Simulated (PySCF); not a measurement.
# C4H4BFO: the cost of one run

Programs: PySCF 2.14.0, with density-fitted response routines of our own. Each step states its level of theory. These are calculated values for one molecule in the gas phase, unless marked as measured. Atoms count from 0, in the outputs and in this text.

## 1. Starting geometry

11 atoms, charge 0, multiplicity 1; geometry from: GFN2-xTB. The atoms were then displaced at random by about 0.01 Å, so the start is not that level's minimum.

Bonds of the start (Å): B0–C1 1.55, C1–C2 1.39, C2–C3 1.35, C3–C4 1.38, C4–F5 1.32, C4–O6 1.33, O6–C1 1.36, B0–H7 1.14, B0–H8 1.18, C2–H9 1.08, C3–H10 1.10.

## 2. Geometry optimisation at PBE0-D3(BJ)/def2-SVP

What the job is given:

```
{"job": {"xc": "PBE0", "basis": "def2-SVP", "d3": "d3bj", "grid": 1, "shake": 0.01, "kind": "geom"}, "charge": 0, "multiplicity": 1}
B      2.138040    -0.318480    -0.097900
C      0.601720    -0.134660    -0.042610
C     -0.202920     0.976320     0.205300
C     -1.496360     0.583790     0.147260
C     -1.468390    -0.757980    -0.151980
F     -2.448450    -1.622170    -0.318610
O     -0.222440    -1.200620    -0.259320
H      2.596230    -1.331420    -0.341950
H      2.782860     0.649770     0.109570
H      0.177590     1.962220     0.431440
H     -2.419760     1.167390     0.303150
```

Command:

```
$ OMP_NUM_THREADS=1 python probes_run.py task.json out
```

One launch serves the whole session: the jobs run in the order shown.

Q: Estimate the wall time and peak memory of this first job on 1 thread of Arm Neoverse V2, shared host.

About 42 s, with a peak of 0.5 GiB.
